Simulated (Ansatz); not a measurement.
# C₃H₁₀Si₂: a ladder of functionals and wavefunction methods

One table from this session's results is given with a row withheld; the runs are named, their logs left out.

Computed with Ansatz 0.2.0, Gaussian basis. Level: functionals in def2-TZVPP, the program's frozen cores in correlated methods.

Levels to be run: PBE-D4, r2SCAN-D4, PBE0-D4, B3LYP-D4, ωB97X-V, ωB97M-V, B2PLYP; CCSD(T)/def2-TZVPP; MP2/def2-QZVPP; extrapolation to the limit.

## Structure used throughout

The geometry comes from an earlier relaxation with PBE0-D4 in a triple-zeta def2 set; it is a stationary point, not always the lowest conformer.

SMILES `C/C=C/[SiH2][SiH3]`, 15 atoms, charge 0, spin multiplicity 1.

Atoms are counted from 1 here; the program's logs count them from 0.

Bond lengths: C1–C2 1.489 Å, C1–H6 1.095 Å, C1–H7 1.095 Å, C1–H8 1.091 Å, C2–C3 1.333 Å, C2–H9 1.090 Å, C3–Si4 1.856 Å, C3–H10 1.091 Å, Si4–Si5 2.343 Å, Si4–H11 1.490 Å, Si4–H12 1.491 Å, Si5–H13 1.489 Å, Si5–H14 1.489 Å, Si5–H15 1.490 Å. Angles: C2–C1–H6 110.8°, C2–C1–H7 110.7°, C2–C1–H8 111.6°, H6–C1–H7 106.5°, H6–C1–H8 108.5°, H7–C1–H8 108.5°, C1–C2–C3 125.6°, C1–C2–H9 115.5°, C3–C2–H9 118.9°, C2–C3–Si4 123.4°, C2–C3–H10 117.8°, Si4–C3–H10 118.7°, C3–Si4–Si5 110.9°, C3–Si4–H11 108.9°, C3–Si4–H12 111.0°, Si5–Si4–H11 109.5°, Si5–Si4–H12 108.0°, H11–Si4–H12 108.4° and more.

Set-up of the first run:

The input, in.yaml:

```yaml
crystal:
  periodic: [false, false, false]
  atoms:
    - {symbol: C, position_ang: [-2.107790, 1.493192, 1.218169]}
    - {symbol: C, position_ang: [-1.351142, 0.755585, 0.168833]}
    - {symbol: C, position_ang: [-0.551242, -0.290028, 0.379952]}
    - {symbol: Si, position_ang: [0.394024, -1.142903, -0.970324]}
    - {symbol: Si, position_ang: [2.702442, -0.863443, -0.681940]}
    - {symbol: H, position_ang: [-3.182513, 1.470203, 1.010916]}
    - {symbol: H, position_ang: [-1.817761, 2.548852, 1.235741]}
    - {symbol: H, position_ang: [-1.936477, 1.070690, 2.209620]}
    - {symbol: H, position_ang: [-1.481321, 1.121878, -0.849737]}
    - {symbol: H, position_ang: [-0.432366, -0.641292, 1.405532]}
    - {symbol: H, position_ang: [-0.017356, -0.569716, -2.282931]}
    - {symbol: H, position_ang: [0.103685, -2.605744, -0.982544]}
    - {symbol: H, position_ang: [3.067208, 0.577226, -0.769252]}
    - {symbol: H, position_ang: [3.469289, -1.607738, -1.718925]}
    - {symbol: H, position_ang: [3.119522, -1.367459, 0.656291]}
basis:
  gaussian: {orbitals: def2-TZVPP}
hamiltonian: {xc: pbe, dispersion: d4}
output: {forces: true, orbitals: {seedname: orbitals}}
```

On the command line:

```bash
$ ansatz run in.yaml --threads 4 --pin off --events-out ev --progress --plain --max-ram 10444MiB
```

Among the steps run: PBE-D4 (GGA); r2SCAN-D4 (meta-GGA); PBE0-D4 (hybrid); B3LYP-D4 (hybrid); ωB97X-V (range-separated); ωB97M-V (range-separated); B2PLYP (double hybrid); CCSD(T) in def2-TZVPP; MP2 in def2-QZVPP.

One table of the session follows, with a row left open; its other results are not shown here.

It belongs to the step «Atomisation energies». 

```
            method  atomisation energy (kJ/mol)
            PBE-D4                       5409.1
         r2SCAN-D4                            ?
           PBE0-D4                       5367.8
          B3LYP-D4                       5374.3
           ωB97X-V                       5387.9
           ωB97M-V                       5372.0
            B2PLYP                       5307.2
     HF/def2-TZVPP                       4090.9
    MP2/def2-TZVPP                       5254.8
   CCSD/def2-TZVPP                       5185.9
CCSD(T)/def2-TZVPP                       5245.6
           MP2/CBS                       5375.0
       CCSD(T)/CBS                       5365.9
```

Q: Estimate the row for r2SCAN-D4 from the others.

As computed: atomisation energy (kJ/mol): 5375.6. In the column «atomisation energy (kJ/mol)» it lies between MP2/CBS (5375.0) and ωB97X-V (5387.9).

To keep in mind: Free atoms (3 C, 2 Si, 10 H) were run apart at each level; the atomisation energy is their sum less the molecule, without zero-point or spin-orbit terms.
